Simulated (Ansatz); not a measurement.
# InSbO: the cost of one run

Computed with Ansatz 0.2.0 (DFT PBE, scalar-relativistic, plane waves, PAW, unless a step's input says otherwise).

## 1. The starting structure

Symmetry: P-6m2, No. 187, hexagonal system. Conventional cell: a = 4.362 Å, b = 4.362 Å, c = 4.808 Å, α = 90.00°, β = 90.00°, γ = 120.00°. In (site symmetry -6m2) has 3 Sb at 2.52 Å and 6 O at 3.48 Å in its first shell of neighbours. Sb (site symmetry -6m2) has 3 In at 2.52 Å and 6 O at 3.48 Å in its first shell of neighbours. O (site symmetry -6m2) is surrounded by 6 Sb at 3.48 Å and 6 In at 3.48 Å.

Structure file:

```cif
data_structure
_symmetry_space_group_name_H-M 'P 1'
_symmetry_Int_Tables_number 1
_cell_length_a 4.3617
_cell_length_b 4.3617
_cell_length_c 4.8083
_cell_angle_alpha 90.000
_cell_angle_beta 90.000
_cell_angle_gamma 120.000
_cell_volume 79.22
loop_
_atom_site_label
_atom_site_type_symbol
_atom_site_fract_x
_atom_site_fract_y
_atom_site_fract_z
_atom_site_occupancy
In1 In 0.00000 0.00000 0.50000 1
Sb1 Sb 0.33333 0.66667 0.50000 1
O1 O 0.66667 0.33333 0.00000 1
```

Recipe of the guess: species swapped into a database cell of BaAlSn (P-6m2, No. 187), with O on the Ba sites, In on the Al sites and Sb on the Sn sites. The dimensions are guesses.

## 2. A first look at the guess

input.yaml reads:

```yaml
crystal:
  lattice:
    - [4.36167218, 0.0, 0.0]
    - [-2.18083609, 3.77731891, 0.0]
    - [0.0, 0.0, 4.80832404]
  atoms:
    - { symbol: In, position: [0.0, 0.0, 0.5] }
    - { symbol: Sb, position: [0.33333333, 0.66666667, 0.5] }
    - { symbol: O, position: [0.66666667, 0.33333333, 0.0] }
basis:
  ecutwfc: 420
kpoints:
  mp_grid: { grid: [6, 6, 4] }
hamiltonian:
  xc: pbe
scf:
  occupations: { method: gaussian, width: 0.1 }
  lower_state_search: "off"
output:
  forces: true
  stress: true
  eigenvalues: true
```

On the command line:

```bash
> ansatz run input.yaml --threads 1 --pin off --max-ram 2560MiB --backend cpu --events-out ev --progress --plain --runs-dir out
```

Q: Estimate wall time and peak memory on 1 thread of Intel Xeon Platinum 8488C (Sapphire Rapids), shared host.

About 2.5 s, with a peak of 0.43 GiB.
